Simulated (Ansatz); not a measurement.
From input file to script: RbBH₄, space group F-43m in Ansatz 0.2.0.

```yaml
crystal:
  lattice:
    - [0.0, 3.45324, 3.45324]
    - [3.45324, 0.0, 3.45324]
    - [3.45324, 3.45324, 0.0]
  atoms:
    - { symbol: Rb, position: [0.0, 0.0, 0.0] }
    - { symbol: B, position: [0.5, 0.5, 0.5] }
    - { symbol: H, position: [0.602415, 0.602415, 0.602415] }
    - { symbol: H, position: [0.192754, 0.602415, 0.602415] }
    - { symbol: H, position: [0.602415, 0.602415, 0.192754] }
    - { symbol: H, position: [0.602415, 0.192754, 0.602415] }
kpoints:
  mp_grid: { grid: [4, 4, 4] }
hamiltonian:
  xc: lda
scf:
  occupations: { method: fixed }
output:
  stress: true
  eigenvalues: true
```

On the command line:
```console
$ ansatz run input.yaml --threads 1 --pin off --max-ram 3072MiB --backend cpu --events-out ev --progress --plain --runs-dir out
Warning: the atoms were moved onto the symmetric positions of the space group found under crystal.symmetry.tolerance 1.0e-5 (fractional; no operation is sought that the atoms, as they stand in a round, miss by more than twice it, and no atom is moved by as much as it), and the run uses the moved positions. Before a round's move an operation carried an atom to 3.26e-6 Å from where it should land, [...]
Engine: ansatz 0.2.0, x86_64-unknown-linux-gnu
Pseudopotentials: kind: paw
Pseudopotential: Rb, paw, valence charge 9, recommended cutoff 420 eV (normal), Rb.paw.azcp
Pseudopotential: B, paw, valence charge 3, recommended cutoff 420 eV (normal), B.paw.azcp
Pseudopotential: H, paw, valence charge 1, recommended cutoff 420 eV (normal), H.paw.azcp
Functional definition: SPW92
  exchange = slater_x
  correlation = pw_c
Crystal: 6 atoms, lattice volume = 82.359 Å³
Basis set: ecut = 420 eV, 1639 PW (Γ)
Bands: 14, of which v1, the nominal top of the filled ones, is band 8 counted from 1 (7 counted from 0)
Symmetry: 24 space group operations
Space group: F-43m (ITA 216), of the structure as read, at distance tolerance 4.4e-5 Å
k-points: 8 of 64 (time reversal used)
Non-local potential: Rb, projectors of the file, l = 0: 3, l = 1: 2, l = 2: 2
Non-local potential: B, projectors of the file, l = 0: 2, l = 1: 2, l = 2: 1
Non-local potential: H, projectors of the file, l = 0: 2, l = 1: 1
PAW form: soft (Blöchl's): semilocal exchange-correlation on the pseudo side does not see the compensation charge
PAW frozen core: Rb, regenerated for the run's functional, and the local potential with it (the file was generated under x = pbe(κ = 0.804, μ = 0.2195149727645171), c = pbe(β = 0.06672455060314922))
PAW frozen core: B, regenerated for the run's functional, and the local potential with it (the file was generated under x = pbe(κ = 0.804, μ = 0.2195149727645171), c = pbe(β = 0.06672455060314922))
PAW one-centre angular grid: Rb, 110 points (default); XC on 64 Gauss nodes
PAW one-centre angular grid: B, 110 points (default); XC on 64 Gauss nodes
PAW one-centre angular grid: H, 110 points (default); XC on 64 Gauss nodes
Initial density: superposition of atomic densities (neutral atoms: chi_scale 0, normalization atom), corrected by the library's trained network
Initial wavefunctions: pseudopotential atomic-orbital guess
Functional: x = slater, c = lda
SCF iter   1: F=—  HF=-3385.227951 eV  |F-HF|=—  |Δ(HF+E_count)|=         —  Δρ=9.43e-3  dr2=4.89e-2  ethr=1.77e-3  ⟨swp⟩=4.9  Hψ=588  notcnv=0  defer=30
preconditioner: auto → none  [insulator: Δε(μ)=5.461 eV  Ē_g=13.008 eV  n_scr=14 (ndim 8)  ℏωp=15.3 eV  f_vac=0.077  ε∞_Penn≈2.4]
SCF iter   2: F=—  HF=-3385.211946 eV  |F-HF|=—  |Δ(HF+E_count)|=   1.60e-2  Δρ=3.44e-3  dr2=5.85e-3  ethr=3.05e-4  ⟨swp⟩=1.6  Hψ=181  notcnv=0  defer=29
SCF iter   3: F=—  HF=-3385.210073 eV  |F-HF|=—  |Δ(HF+E_count)|=   1.87e-3  Δρ=3.21e-4  dr2=1.07e-4  ethr=3.66e-5  ⟨swp⟩=2.0  Hψ=149  notcnv=0  defer=22
automatic band count: iteration 3 solves 13 bands in place of 14: the levels show a gap, and the empty bands left out lie too high to hold charge; the band table lists the bands solved (type scf.n_extra_bands for more)
SCF iter   4: F=—  HF=-3385.210065 eV  |F-HF|=—  |Δ(HF+E_count)|=   8.72e-6  Δρ=1.25e-4  dr2=9.68e-6  ethr=6.71e-7  ⟨swp⟩=2.1  Hψ=133  notcnv=0  defer=21
SCF iter   5: F=—  HF=-3385.210064 eV  |F-HF|=—  |Δ(HF+E_count)|=   9.11e-7  Δρ=2.32e-5  dr2=4.77e-7  ethr=6.05e-8  ⟨swp⟩=2.8  Hψ=155  notcnv=0  defer=12
SCF iter   6: F=-3385.210064 eV  HF=-3385.210064 eV  |F-HF|=1.95e-9  |Δ(HF+E_count)|=   5.83e-9  Δρ=4.80e-6  dr2=1.22e-8  ethr=6.25e-10  ⟨swp⟩=10.0  Hψ=657  notcnv=0
SCF 1 converged in 6 iterations: F = -3385.210064 eV  dr2 = 1.22e-8
  greatest PAW one-centre occupation: 0.973 electrons in one spin orbital (limit 2), on the Rb atom at site 0 (counted from 0), in its partial waves of l = 0
SCF converged after 6 iterations
Free energy (F): -3385.210064 eV
Harris-Foulkes:  -3385.210064 eV  (|F-HF|=1.95e-9)
Internal energy: -3385.210064 eV  (E = F + TS)
E sigma→0 (E₀):  -3385.210064 eV
Fermi energy:    -1.040155 eV
--- Per-component energies (eV) ---
  E_band       = -123.773517
  E_kinetic    = 296.722335
  E_local      = -717.798678  (includes V_loc(G=0)·N_el)
  E_nonlocal   = 195.444841
  E_hartree    = 183.942017
  E_xc         = -196.235614
  E_vxc        = -220.373129  (∫ρ·V_xc dr)
  E_paw        = -2598.261208  (= ΣΔE_a)
  E_vpaw       = -45.648585  (= ΣTr[D̂ρ^β])
  E_aug_tail   = -0.004924  (compensation charges beyond the density's cutoff)
  E_ewald      = -549.335926
  E_core_change = 0.317093  (= ΣΔE_core)
  E_smearing   = -0.000000  (= −TS)
  E_closure    = 0.000000  (closes the sum)
  Σ components = -3385.210064   (vs F -3385.210064, Δ=0.00e0)
--- Stress (GPa, compression-positive) ---
       -0.992117       0.000000      -0.000000
       -0.000000      -0.992117       0.000000
       -0.000000       0.000000      -0.992117
  P = ⅓ Tr σ = -0.9921 GPa (-9.921 kbar)
--- Band table (eV; the first three rows and the last of 8) ---
  k-point 0: bands = ["-24.6979", "-8.7689", "-8.7689", "-8.7689", "-6.7257", "-1.0402", "-1.0402", "-1.0402", "4.8712", "6.2568", "6.2568", "6.2568", "7.8382"]
  k-point 1: bands = ["-24.6936", "-8.9812", "-8.7755", "-8.7755", "-6.3322", "-1.6319", "-1.1779", "-1.1779", "5.5537", "6.2124", "6.8862", "6.8862", "8.6511"]
  k-point 2: bands = ["-24.6894", "-9.1509", "-8.7820", "-8.7820", "-5.9418", "-2.1932", "-1.3079", "-1.3079", "5.8657", "7.0531", "8.4643", "8.4643", "8.8113"]
  k-point 7: bands = ["-24.6866", "-8.9331", "-8.9024", "-8.8998", "-6.1496", "-1.8095", "-1.4486", "-1.2091", "5.8117", "6.3475", "7.6079", "9.0124", "9.8016"]
```

The script, `deck_rbbh4.py`:
```python
'''RbBH4 from an input typed as a mapping.'''

import json

import ansatz as az
import numpy as np


def main() -> None:
    inputs = {
        'crystal': {
            'lattice': [[0.0, 3.45324, 3.45324], [3.45324, 0.0, 3.45324], [3.45324, 3.45324, 0.0]],
            'atoms': [
                {'symbol': 'Rb', 'position': [0.0, 0.0, 0.0]},
                {'symbol': 'B', 'position': [0.5, 0.5, 0.5]},
                {'symbol': 'H', 'position': [0.602415, 0.602415, 0.602415]},
                {'symbol': 'H', 'position': [0.192754, 0.602415, 0.602415]},
                {'symbol': 'H', 'position': [0.602415, 0.602415, 0.192754]},
                {'symbol': 'H', 'position': [0.602415, 0.192754, 0.602415]},
            ],
        },
        'kpoints': {'mp_grid': {'grid': [4, 4, 4]}},
        'hamiltonian': {'xc': 'lda'},
        'scf': {'occupations': {'method': 'fixed'}},
        'output': {'stress': True, 'eigenvalues': True},
    }

    outcome = az.Session.from_dict(inputs).plan().execute()
    r = outcome.report

    print('%-22s %14.5f eV' % ('F = E - TS', r['free_energy_ev']))
    print('%-22s %14.5f eV' % ('E', r['internal_energy_ev']))
    print('%-22s %14.5f eV' % ('Harris-Foulkes', r['harris_foulkes_ev']))
    print('%-22s %14.5f eV' % ('Fermi level', r['fermi_energy_ev']))

    fermi = r['fermi_energy_ev']
    print('levels less the Fermi level (eV) at the first k-points')
    for k, levels in list(zip(r['kpoints_frac'], r['eigenvalues_ev']))[:3]:
        print('k = ({:.3f}, {:.3f}, {:.3f})'.format(*k))
        print('   ', ' '.join(f'{e - fermi:.3f}' for e in levels))

    gap = None if 'band_edges_ev' not in r else r['band_edges_ev'][1] - r['band_edges_ev'][0]
    print('gap on the k mesh:', 'withheld (metal, or smearing too wide to tell)' if gap is None else f'{gap:.3f} eV')
    print('lowest empty less highest filled band, by band count:', round(r['gap_by_band_count_ev'], 3), 'eV')

    # the stress is positive in compression
    print('pressure by term (GPa)')
    for term, tensor in r['stress_terms_gpa'].items():
        if np.any(tensor):
            print(f'  {term:28s} {np.trace(np.array(tensor)) / 3:12.3f}')
    print(f'  {"total":28s} {np.trace(np.array(r["stress_gpa"])) / 3:12.3f}')

    keep = ['free_energy_ev', 'energy_sigma0_ev', 'fermi_energy_ev', 'n_iterations', 'converged', 'magnetization_mub', 'n_kpoints']
    with open('rbbh4.json', 'w') as handle:
        json.dump({key: r[key] for key in keep}, handle, indent=1)


if __name__ == '__main__':
    main()
```

Output of `python deck_rbbh4.py`:
```text
DeckWarning: the atoms were moved onto the symmetric positions of the space group found under crystal.symmetry.tolerance 1.0e-5 (fractional; no operation is sought that the atoms, as they stand in a [...]
DeckWarning: basis.ecutwfc = 420 eV, auto-derived from the records' recommended cutoffs: set by Rb (normal level)
F = E - TS                -3385.21006 eV
E                         -3385.21006 eV
Harris-Foulkes            -3385.21006 eV
Fermi level                  -1.04016 eV
levels less the Fermi level (eV) at the first k-points
k = (0.000, 0.000, 0.000)
    -23.658 -7.729 -7.729 -7.729 -5.686 -0.000 -0.000 0.000 5.911 7.297 7.297 7.297 8.878
k = (0.000, 0.000, 0.250)
    -23.653 -7.941 -7.735 -7.735 -5.292 -0.592 -0.138 -0.138 6.594 7.253 7.926 7.926 9.691
k = (0.000, 0.000, -0.500)
    -23.649 -8.111 -7.742 -7.742 -4.902 -1.153 -0.268 -0.268 6.906 8.093 9.504 9.504 9.851
gap on the k mesh: 5.625 eV
lowest empty less highest filled band, by band count: 5.625 eV
pressure by term (GPa)
  kinetic                           384.821
  hartree                           119.278
  ewald                            -356.219
  local_pseudopotential            -328.225
  nonlocal_pseudopotential          282.259
  augmentation                        8.727
  nlcc                              -64.814
  xc                                -46.956
  augmentation_tail                   0.028
  scf_correction                      0.000
  pulay_correction                    0.109
  total                              -0.992
```
(Warnings from the package without file and line, shortened, repeats left out.)

Notes:
- Total energies depend on the potentials; only differences at equal settings carry meaning. A total without «per atom» is that of the cell as typed.
- Semilocal gaps usually lie well under measured ones.
- The Fermi level of a run with fixed occupations marks the highest occupied state on its mesh, not mid-gap.
- An absolute Fermi energy rests on an arbitrary zero of the periodic potential and has no direct meaning.
- Pressure is positive in compression.
- The structure comes from a database of computed cells and needn't be a stable or known phase.
- Levels are Kohn-Sham eigenvalues on this mesh, without spin-orbit coupling.
- Hardware and time: 1.2 s on 1 thread of AMD EPYC 7R13 Processor (Zen 3) (shared host), peak memory 0.37 GiB.

(Lines on the test bed's own set-up are left out of the output.)
